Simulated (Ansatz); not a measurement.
# H10O3Si4: the cost of one run

All numbers below are computed with Ansatz 0.2.0 (RKS B3LYP-D4/STO-3G).

## (1) The system as given

Bond lengths (14 of 16 bonds, heavy atoms first): Si1–O3 1.680 Å, O3–Si4 1.680 Å, Si1–O8 1.679 Å, O8–Si9 1.680 Å, Si1–O13 1.679 Å, O13–Si14 1.680 Å, Si1–H2 1.460 Å, Si4–H5 1.460 Å, Si4–H6 1.460 Å, Si4–H7 1.460 Å, Si9–H10 1.460 Å, Si9–H11 1.460 Å, Si9–H12 1.460 Å, Si14–H15 1.460 Å. Angles (14 of 27 angles, heavy atoms first): O3–Si1–O8 109.5°, O3–Si1–O13 109.5°, O8–Si1–O13 109.5°, Si1–O3–Si4 125.0°, Si1–O8–Si9 125.0°, Si1–O13–Si14 125.0°, H2–Si1–O3 109.4°, H2–Si1–O8 109.5°, H2–Si1–O13 109.5°, O3–Si4–H5 109.5°, O3–Si4–H6 109.5°, O3–Si4–H7 109.5°, O8–Si9–H10 109.5°, O8–Si9–H11 109.5°.

Its coordinates follow in the input file.

## (2) Relaxing the start

Contents of input.yaml:

```yaml
crystal:
  periodic: [false, false, false]
  atoms:
    - { symbol: Si, position_ang: [0.0, 0.0, 0.0] }
    - { symbol: H, position_ang: [0.0, 0.0, 1.46] }
    - { symbol: O, position_ang: [1.5842, 0.0, -0.5594] }
    - { symbol: Si, position_ang: [2.4906, -1.3762, -0.8866] }
    - { symbol: H, position_ang: [1.6598, -2.3521, -1.5857] }
    - { symbol: H, position_ang: [3.6318, -1.0202, -1.7249] }
    - { symbol: H, position_ang: [2.9691, -1.9538, 0.366] }
    - { symbol: O, position_ang: [-0.7913, 1.3709, -0.5594] }
    - { symbol: Si, position_ang: [-2.4002, 1.4263, -1.0396] }
    - { symbol: H, position_ang: [-3.2124, 0.6421, -0.1138] }
    - { symbol: H, position_ang: [-2.862, 2.8114, -1.0378] }
    - { symbol: H, position_ang: [-2.5267, 0.8736, -2.385] }
    - { symbol: O, position_ang: [-0.7913, -1.3709, -0.5594] }
    - { symbol: Si, position_ang: [-1.673, -2.4329, 0.3983] }
    - { symbol: H, position_ang: [-1.2634, -2.287, 1.792] }
    - { symbol: H, position_ang: [-3.0964, -2.1323, 0.2761] }
    - { symbol: H, position_ang: [-1.4264, -3.8036, -0.0398] }
basis:
  gaussian: { orbitals: STO-3G }
hamiltonian:
  xc: b3lyp
  dispersion: d4
relax:
  f_tol: 0.02
  max_steps: 40
```

Command:

```bash
$ ansatz run input.yaml --threads 1 --pin off --max-ram 2048MiB --backend cpu --events-out ev --progress --plain --runs-dir out
```

Q: Estimate wall time and peak memory on 1 thread of Arm Neoverse V2, shared host.

About 2.8 min, with a peak of 0.18 GiB.
